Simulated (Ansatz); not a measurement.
## SiO₂, space group I-42d: a calculation of the elastic constants

Computed with Ansatz 0.2.0, Python API.

`sio2.py`
```python
'''Stiffness tensor and moduli of SiO2.'''

import ansatz as az
import numpy as np

config = {
    'cutoff': 470,
    'kmesh': (8, 8, 8),
}


def main() -> None:
    lattice = az.Lattice.of(
        [-2.37405, 2.37405, 3.744],
        [2.37405, -2.37405, 3.744],
        [2.37405, 2.37405, -3.744],
    )
    sites = [
        ('Si', [0.0, 0.0, 0.0]),
        ('Si', [0.75, 0.25, 0.5]),
        ('O', [0.99838, 0.625, 0.87338]),
        ('O', [0.375, 0.24838, 0.37338]),
        ('O', [0.75162, 0.125, 0.12662]),
        ('O', [0.875, 0.00162, 0.62662]),
    ]
    system = az.Crystal(lattice=lattice)
    for symbol, position in sites:
        system = system.atom(symbol, position)

    job = system.calculation()
    job = job.functional(az.Functional.LDA)
    job = job.occupations(az.OccupationsMethod.FIXED)
    job = job.basis(config['cutoff']).kpoints(*config['kmesh'])
    outcome = job.elastic('relaxed_ion').run(threads=1, backend='cpu')
    elastic = outcome.elastic

    C = np.asarray(elastic.c_gpa)
    for i in range(6):
        for j in range(i, 6):
            if abs(C[i, j]) > 0.05:
                print(f'C{i + 1}{j + 1} = {C[i, j]:.1f} GPa')
    print('smallest eigenvalue of C:', round(elastic.stability.min_eigenvalue_gpa, 1), 'GPa; tensor positive definite:', elastic.stability.min_eigenvalue_gpa > 0)
    # averaged moduli need a positive definite tensor
    if elastic.stability.min_eigenvalue_gpa > 0:
        m = elastic.moduli
        print(f'K = {m.k_hill_gpa:.1f}, G = {m.g_hill_gpa:.1f}, E = {m.youngs_gpa:.1f} GPa, Poisson ratio {m.poisson:.3f}, K/G = {m.k_hill_gpa / m.g_hill_gpa:.2f}')


if __name__ == '__main__':
    main()
```

Output of `python sio2.py`:
```text
C11 = 73.9 GPa
C12 = -34.0 GPa
C13 = 19.5 GPa
C22 = 73.9 GPa
C23 = 19.5 GPa
C33 = 104.4 GPa
C44 = 26.3 GPa
C55 = 26.3 GPa
C66 = 26.7 GPa
smallest eigenvalue of C: 26.3 GPa; tensor positive definite: True
K = 24.3, G = 30.1, E = 63.8 GPa, Poisson ratio 0.061, K/G = 0.81
```

The Fermi level of a run with fixed occupations marks the highest occupied state on its mesh, not mid-gap. A positive definite tensor excludes instabilities under uniform strain alone; phonons elsewhere in the zone can still be imaginary. The cell stands under an uneven stress, so these stress-strain coefficients aren't symmetric, and eigenvalues smaller than that stress decide nothing. The structure is a deposited one; some such entries were measured under pressure or heat, so a shift against it needn't be the functional's error alone. The constants belong to the cell that was strained; where it wasn't relaxed first it may be under stress. The whole script took 21 min on 1 thread of AMD EPYC 7B13 (Zen 3), on a shared host, peak memory 0.65 GiB.

(A comment or docstring line of the script was reworded after the run, the code is as it ran.)
